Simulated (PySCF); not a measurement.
# C4H4F2O3: the cost of one run

Computed with PySCF 2.14.0 and routines of our own; the level stands in each step. Atoms count from 0.

## (1) The system as given

13 atoms, charge 0, multiplicity 1; geometry from: GFN2-xTB.

## (2) Magnetic properties: GIAO CAM-B3LYP/pcSseg-1

Job settings and geometry (Å):

```
{"job": {"kind": "mag", "xc": "CAM-B3LYP", "basis": "pcSseg-1", "isotopologues": 0}, "charge": 0, "multiplicity": 1}
C     -2.489816     0.314382    -0.506544
C     -1.374097    -0.186609    -0.018355
F     -0.941556    -1.420324    -0.365083
O     -0.591748     0.409518     0.905482
C      0.724597    -0.028508     1.005409
F      1.317144     0.755145     1.939843
C      1.486850     0.124901    -0.335043
O      0.998168     0.567667    -1.331276
O      2.729307    -0.311188    -0.214784
H     -3.083373    -0.256150    -1.192853
H     -2.808515     1.296584    -0.222691
H      0.800638    -1.072201     1.359253
H      3.228014    -0.192732    -1.041085
```

Level: GIAO CAM-B3LYP/pcSseg-1 magnetisability, rotational g tensor and spin-rotation constants, non-relativistic, gas phase.

Started as:

```sh
OMP_NUM_THREADS=1 python excited_run.py task.json out
```

One launch serves the whole session: the jobs run in the order shown.

Q: Estimate the wall time and peak memory of this first job on 1 thread of AMD EPYC 7R43, shared host.

About 52 s, with a peak of 0.82 GiB.
